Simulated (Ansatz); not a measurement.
Crystal: Ta3Cu.

```xyz
4
Lattice="-2.0065 2.0065 4.2082 2.0065 -2.0065 4.2082 2.0065 2.0065 -4.2082" Properties=species:S:1:pos:R:3 pbc="T T T"
Ta    0.0000    0.0000    4.2082
Ta    2.0065    0.0000    2.1041
Ta    0.0000    2.0065    2.1041
Cu    0.0000    0.0000    0.0000
```

The cell comes from a database or a generator and needn't be the stable form of this composition.

* Program: Ansatz 0.2.0
* Task: relaxation of cell and atoms
* Functional: BLYP
* Potentials or basis: Ansatz PAW
* Cutoff: 420 eV (not typed: the program's choice for these potentials)
* k mesh: 7 × 7 × 7
* Occupations: fermi-dirac, width 0.05 eV
* Spin: no spin polarisation

At the start: volume 16.94 Å³/atom.

Question: Where does the relaxation end?

Answer: It ends after 5 steps and the volume is 17.58 Å³/atom (+3.8 %); space group I4/mmm (No. 139, to 0.05 Å).

The path:
| step | energy change (eV) | largest force (eV/Å) | volume (Å³) |
| --- | --- | --- | --- |
| 1 | 0.0000 | 0.0000 | 67.77 |
| 2 | -0.0509 | 0.0000 | 70.68 |
| 3 | -0.0520 | 0.0000 | 70.34 |
| 4 | -0.0520 | 0.0000 | 70.33 |
| 5 | -0.0529 | 0.0000 | 70.33 |

Final structure:
```cif
data_structure
_symmetry_space_group_name_H-M 'P 1'
_symmetry_Int_Tables_number 1
_cell_length_a 5.1255
_cell_length_b 5.1255
_cell_length_c 5.1255
_cell_angle_alpha 133.182
_cell_angle_beta 133.182
_cell_angle_gamma 68.369
_cell_volume 70.33
loop_
_atom_site_label
_atom_site_type_symbol
_atom_site_fract_x
_atom_site_fract_y
_atom_site_fract_z
_atom_site_occupancy
Ta1 Ta 0.50000 0.50000 0.00000 1
Ta2 Ta 0.25000 0.75000 0.50000 1
Ta3 Ta 0.75000 0.25000 0.50000 1
Cu1 Cu 0.00000 0.00000 0.00000 1
```

Caveat: the plane-wave basis is chosen anew once the cell has moved, so the energies of steps on either side of that aren't comparable; the PAW data sets come from PBE, with cores solved anew for the run's functional, which leaves a small shift of forces and pressure.
